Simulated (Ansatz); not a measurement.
## Al₂H₆SiSn, SMILES [SnH3][SiH]1[AlH][AlH]1: a rigid scan of one bond length, step by step

With Ansatz's Python interface.

Input file `al2h6sisn.xyz`:
```text
10

Sn   -1.55080    0.78230   -0.77330
Si    0.25340   -0.83570   -0.44710
Al    0.73640   -1.16040    1.79070
Al    2.33240    0.18620    0.19460
H    -3.13980    0.01380   -0.61590
H    -1.45150    2.11360    0.40870
H    -1.45310    1.51580   -2.38710
H     0.36690   -1.97620   -1.35310
H     0.43230   -1.74140    3.28840
H     3.55710    1.05090   -0.10290
```

Run as a notebook:

```python
import ansatz as az
import matplotlib.pyplot as plt
import numpy as np
```

```python
molecule = az.Crystal.molecule_from_extxyz("al2h6sisn.xyz")
```

```python
symbols = [site.symbol for site in molecule.cartesian_sites]
start = np.array([site.position_ang for site in molecule.cartesian_sites])
axis = (start[7] - start[1]) / np.linalg.norm(start[7] - start[1])
moving = [7]
lengths, energies = [1.24, 1.34, 1.46, 1.61, 1.83, 2.19, 2.63, 3.21], []
for length in lengths:
    xyz = start.copy()
    xyz[moving] += (length - np.linalg.norm(start[7] - start[1])) * axis
    point = az.Crystal.molecule()
    for symbol, xyz in zip(symbols, xyz):
        point = point.atom(symbol, xyz.tolist())
    job = (
        point.calculation()
        .basis(gaussian="def2-SVP")
        .functional("PBE0")
    )
    summary = job.run(threads=1, backend="cpu").report
    energies.append(summary["free_energy_ev"])
    print(f"r = {length:6.3f} A  E = {energies[-1]:.5f} eV  <S^2> = {abs(summary['mean_field']['state']['spin_squared']):.3f}")
```

    r =  1.240 A  E = -26980.83611 eV  <S^2> = 0.000
    r =  1.340 A  E = -26981.43679 eV  <S^2> = 0.000
    r =  1.460 A  E = -26981.71911 eV  <S^2> = 0.000
    r =  1.610 A  E = -26981.67048 eV  <S^2> = 0.000
    r =  1.830 A  E = -26981.21633 eV  <S^2> = 0.000
    r =  2.190 A  E = -26980.24181 eV  <S^2> = 0.000
    r =  2.630 A  E = -26979.24532 eV  <S^2> = 0.000
    r =  3.210 A  E = -26978.40610 eV  <S^2> = 0.000

```python
print("energy above the lowest point (eV):", [round(e - min(energies), 3) for e in energies])
plt.figure(figsize=(4.5, 3))
plt.plot(lengths, np.array(energies) - min(energies), "o-")
plt.xlabel("bond length (A)")
plt.ylabel("E - E(min) (eV)")
plt.tight_layout()
plt.savefig("scan.png", dpi=100)
```

    energy above the lowest point (eV): [0.883, 0.282, 0.0, 0.049, 0.503, 1.477, 2.474, 3.313]

Caveats:
- These settings explore the input space; basis and method may be short of convergence.
- The rest of the molecule is held rigid at a force-field or estimated start geometry, and the basis set is modest; single-reference methods fail as a bond breaks.
- def2 sets replace the cores of elements past krypton by effective core potentials.
- The orbitals are restricted, so S² is zero by construction.
- Toward dissociation an unrestricted state can lie under the restricted one, by tenths of an eV for polar bonds under a functional and by 1 to 2 eV or more for others.
- Hardware and time: 26 s on 1 thread of Intel(R) Xeon(R) 6975P-C (Granite Rapids) (shared host), peak memory 0.36 GiB.

(Lines on the test bed's own set-up are left out of the output.)
